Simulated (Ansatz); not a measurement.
# NaLi12S6: the cost of one run

Computed with Ansatz 0.2.0 (DFT PBE, scalar-relativistic, plane waves, PAW, unless a step's input says otherwise).

## Step 1: The structure to begin with

Symmetry: Im-3m, No. 229, cubic system. Conventional cell: a = 12.547 Å, b = 12.547 Å, c = 12.547 Å, α = 90.00°, β = 90.00°, γ = 90.00°. Around Li (site symmetry mm2) lie 2 S at 2.22 Å. S (site symmetry -4m2) has 4 Li at 2.22 Å as nearest neighbours.

Structure file:

```
Na Li S
1.0
    -6.27345    6.27345    6.27345
     6.27345   -6.27345    6.27345
     6.27345    6.27345   -6.27345
Na Li S
1 12 6
Cartesian
  0.0000 0.0000 0.0000
  -1.5684 6.2735 1.5684
  1.5684 1.5684 6.2735
  4.7051 0.0000 4.7051
  1.5684 -1.5684 6.2735
  0.0000 4.7051 4.7051
  1.5684 6.2735 1.5684
  6.2735 1.5684 -1.5684
  -1.5684 1.5684 6.2735
  6.2735 -1.5684 1.5684
  1.5684 6.2735 -1.5684
  4.7051 4.7051 0.0000
  6.2735 1.5684 1.5684
  3.1367 0.0000 6.2735
  0.0000 6.2735 3.1367
  0.0000 3.1367 6.2735
  3.1367 6.2735 0.0000
  6.2735 0.0000 3.1367
  6.2735 3.1367 0.0000
```

A structure generator made this guess: 4-connected net, bridging atoms on its edges, guests in its cages (Im-3m, No. 229). Lengths come from tabulated atomic sizes and are only a guess.

## Step 2: The guess as it stands, on a coarse mesh

File input.yaml:

```yaml
crystal:
  lattice:
    - [-6.27345136, 6.27345136, 6.27345136]
    - [6.27345136, -6.27345136, 6.27345136]
    - [6.27345136, 6.27345136, -6.27345136]
  atoms:
    - { symbol: Na, position: [0.0, 0.0, 0.0] }
    - { symbol: Li, position: [0.625, 0.0, 0.375] }
    - { symbol: Li, position: [0.625, 0.625, 0.25] }
    - { symbol: Li, position: [0.375, 0.75, 0.375] }
    - { symbol: Li, position: [0.375, 0.625, 0.0] }
    - { symbol: Li, position: [0.75, 0.375, 0.375] }
    - { symbol: Li, position: [0.625, 0.25, 0.625] }
    - { symbol: Li, position: [0.0, 0.375, 0.625] }
    - { symbol: Li, position: [0.625, 0.375, 0.0] }
    - { symbol: Li, position: [0.0, 0.625, 0.375] }
    - { symbol: Li, position: [0.375, 0.0, 0.625] }
    - { symbol: Li, position: [0.375, 0.375, 0.75] }
    - { symbol: Li, position: [0.25, 0.625, 0.625] }
    - { symbol: S, position: [0.5, 0.75, 0.25] }
    - { symbol: S, position: [0.75, 0.25, 0.5] }
    - { symbol: S, position: [0.75, 0.5, 0.25] }
    - { symbol: S, position: [0.5, 0.25, 0.75] }
    - { symbol: S, position: [0.25, 0.75, 0.5] }
    - { symbol: S, position: [0.25, 0.5, 0.75] }
basis:
  ecutwfc: 420
kpoints:
  mp_grid: { grid: [2, 2, 2] }
hamiltonian:
  xc: pbe
scf:
  occupations: { method: gaussian, width: 0.1 }
  lower_state_search: "off"
output:
  forces: true
  stress: true
  eigenvalues: true
```

On the command line:

```console
ansatz run input.yaml --threads 1 --pin off --max-ram 2560MiB --backend cpu --events-out ev --progress --plain --runs-dir out
```

Q: Estimate wall time and peak memory on 1 thread of Intel Xeon Platinum 8375C at 2.90GHz (Ice Lake), shared host.

About 12 s, with a peak of 1.1 GiB.
